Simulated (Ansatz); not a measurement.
I need a rigid scan of one bond length of CH₃F₂Si, SMILES [CH2][SiH](F)F. Use Ansatz's Python interface. Use (for the species named): CAM-B3LYP, 6-31G* basis, multiplicity 2.

```xyz
7

C    -0.6290    0.8087   -0.1237
Si    0.4577   -0.5301    0.0528
F     0.6061   -0.8150    1.6042
F    -0.1118   -1.7975   -0.6589
H    -1.3294    0.8748   -1.0114
H    -0.7370    1.6126    0.6437
H     1.8045   -0.2215   -0.5523
```

`scan_ch3f2si.py`
```python
"""Stretching a bond of CH3F2Si, the rest held rigid."""

import ansatz as az
import numpy as np

BASIS_SET = "6-31G*"
XC = "cam_b3lyp"

GEOMETRY = """
C    -0.62900    0.80870   -0.12370
Si    0.45770   -0.53010    0.05280
F     0.60610   -0.81500    1.60420
F    -0.11180   -1.79750   -0.65890
H    -1.32940    0.87480   -1.01140
H    -0.73700    1.61260    0.64370
H     1.80450   -0.22150   -0.55230
"""

ch3f2si = az.Crystal.molecule()
for line in GEOMETRY.strip().splitlines():
    symbol, *xyz = line.split()
    ch3f2si = ch3f2si.atom(symbol, [float(v) for v in xyz])

symbols = [site.symbol for site in ch3f2si.cartesian_sites]
start = np.array([site.position_ang for site in ch3f2si.cartesian_sites])
axis = (start[2] - start[1]) / np.linalg.norm(start[2] - start[1])
moving = [2]
lengths, energies = [1.394, 1.458, 1.521, 1.584, 1.648, 1.711, 1.774, 1.869], []
for length in lengths:
    xyz = start.copy()
    xyz[moving] += (length - np.linalg.norm(start[2] - start[1])) * axis
    point = az.Crystal.molecule()
    for symbol, place in zip(symbols, xyz):
        point = point.atom(symbol, place.tolist())
    calc = (
        point.calculation()
        .basis(gaussian=BASIS_SET)
        .functional(XC)
        .spin("collinear", total=1)
    )
    summary = calc.run(threads=1).report
    energies.append(summary["free_energy_ev"])
    print(f"r = {length:6.3f} A  E = {energies[-1]:.5f} eV  <S^2> = {abs(summary['mean_field']['state']['spin_squared']):.3f}")

# quartic fit about the minimum
fit = np.polynomial.Polynomial.fit(lengths, np.array(energies) - min(energies), 4).convert()
roots = [r.real for r in fit.deriv().roots() if abs(r.imag) < 1e-9 and fit.deriv(2)(r.real) > 0]
r_e = min(roots, key=lambda r: abs(r - lengths[int(np.argmin(energies))]))
print(f"minimum of the fit at {r_e:.4f} A, force constant {fit.deriv(2)(r_e):.2f} eV/A^2")
```

`python scan_ch3f2si.py` gives:
```text
r =  1.394 A  E = -14395.34771 eV  <S^2> = 0.753
r =  1.458 A  E = -14396.02856 eV  <S^2> = 0.753
r =  1.521 A  E = -14396.38203 eV  <S^2> = 0.753
r =  1.584 A  E = -14396.50973 eV  <S^2> = 0.753
r =  1.648 A  E = -14396.47452 eV  <S^2> = 0.753
r =  1.711 A  E = -14396.32555 eV  <S^2> = 0.753
r =  1.774 A  E = -14396.09825 eV  <S^2> = 0.753
r =  1.869 A  E = -14395.66243 eV  <S^2> = 0.753
minimum of the fit at 1.5987 A, force constant 37.49 eV/A^2
```

Caveats:
- Total energies depend on the basis set; only differences at equal settings carry meaning.
- The rest of the molecule is held rigid at a force-field or estimated start geometry, and the basis set is modest; single-reference methods fail as a bond breaks.
- The run takes the species as open-shell (spin multiplicity 2), which needn't be its ground state.
- Timing: 37 s on 1 thread of Arm Neoverse V2 (shared host), peak memory 0.25 GiB.
